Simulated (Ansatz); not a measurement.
# GeF₄: a ladder of functionals and wavefunction methods

An exercise on one series of results from a longer session: the logs are not shown, and one member is left open.

The runs use Ansatz 0.2.0, Gaussian basis; functionals in def2-TZVPP, the program's frozen cores in correlated methods.

Plan: LDA (SPW92), PBE-D4, revPBE-D4, BLYP-D4, r2SCAN-D4, B97M-V, PBE0-D4, B3LYP-D4, r2SCANh-D4, r2SCAN0-D4, HSE06-D4, BHLYP-D4, CAM-B3LYP-D4, LC-ωPBE, ωB97X-V, ωB97M-V, B2PLYP, PBE-QIDH; CCSD(T)/def2-SVP; CCSD(T)/def2-TZVPP; CCSD(T)/def2-QZVPP; extrapolation to the limit; RPA on PBE.

### The relaxed structure

An earlier PBE0-D4 in a triple-zeta def2 set relaxation fixed the geometry.

SMILES `[F][Ge]([F])([F])[F]`, 5 atoms, charge 0, spin multiplicity 1.

Atoms are counted from 1 here; the program's logs count them from 0.

Bond lengths: F1–Ge2 1.692 Å, Ge2–F3 1.691 Å, Ge2–F4 1.691 Å, Ge2–F5 1.691 Å. Angles: F1–Ge2–F3 109.5°, F1–Ge2–F4 109.5°, F1–Ge2–F5 109.5°, F3–Ge2–F4 109.5°, F3–Ge2–F5 109.5°, F4–Ge2–F5 109.5°.

The first run:

Contents of in.yaml:

```yaml
crystal:
  periodic: [false, false, false]
  atoms:
    - {symbol: F, position_ang: [-0.444548, 0.080744, 1.618207]}
    - {symbol: Ge, position_ang: [0.009980, -0.014740, -0.008280]}
    - {symbol: F, position_ang: [1.288075, -1.110397, -0.173147]}
    - {symbol: F, position_ang: [-1.306127, -0.540607, -0.931588]}
    - {symbol: F, position_ang: [0.502519, 1.511299, -0.546592]}
basis:
  gaussian: {orbitals: def2-TZVPP}
hamiltonian: {xc: lda}
output: {orbitals: {seedname: orbitals}}
```

Started as:

```
$ ansatz run in.yaml --threads 2 --pin off --events-out ev --progress --plain --max-ram 22528MiB --backend cpu
```

Among the steps run: LDA; PBE-D4 (GGA); revPBE-D4 (GGA); BLYP-D4 (GGA); r2SCAN-D4 (meta-GGA); B97M-V (meta-GGA); B3LYP-D4 (hybrid); r2SCANh-D4 (hybrid); r2SCAN0-D4 (hybrid); HSE06-D4 (hybrid); BHLYP-D4 (hybrid); CAM-B3LYP-D4 (range-separated); LC-ωPBE (range-separated); ωB97X-V (range-separated); ωB97M-V (range-separated); B2PLYP (double hybrid); PBE-QIDH (double hybrid).

One of the session's tables, all rows but one given; the rest of the session is left out.

It belongs to the step «Orbital energies across the functionals». 

| functional | HOMO (eV) | LUMO (eV) | gap (eV) |
| --- | --- | --- | --- |
| LDA (SPW92) | -10.78 | -3.33 | 7.45 |
| PBE-D4 | -10.48 | -2.88 | 7.60 |
| revPBE-D4 | -10.38 | -2.69 | 7.69 |
| BLYP-D4 | -10.43 | -2.89 | 7.53 |
| r2SCAN-D4 | -11.06 | -2.50 | 8.56 |
| B97M-V | -11.17 | -2.55 | 8.62 |
| PBE0-D4 | ? | ? | ? |
| B3LYP-D4 | -12.36 | -2.16 | 10.20 |
| r2SCANh-D4 | -11.87 | -2.09 | 9.78 |
| r2SCAN0-D4 | -13.11 | -1.48 | 11.62 |
| HSE06-D4 | -12.27 | -2.10 | 10.17 |
| BHLYP-D4 | -14.88 | -0.66 | 14.22 |
| CAM-B3LYP-D4 | -14.29 | -0.73 | 13.56 |
| LC-ωPBE | -15.57 | 0.77 | 16.34 |
| ωB97X-V | -15.26 | 0.64 | 15.90 |
| ωB97M-V | -15.22 | 0.46 | 15.69 |

Estimate the missing values for PBE0-D4.

As computed: HOMO (eV): -12.69; LUMO (eV): -1.73; gap (eV): 10.96. In the column «HOMO (eV)» it lies between r2SCAN0-D4 (-13.11) and B3LYP-D4 (-12.36).
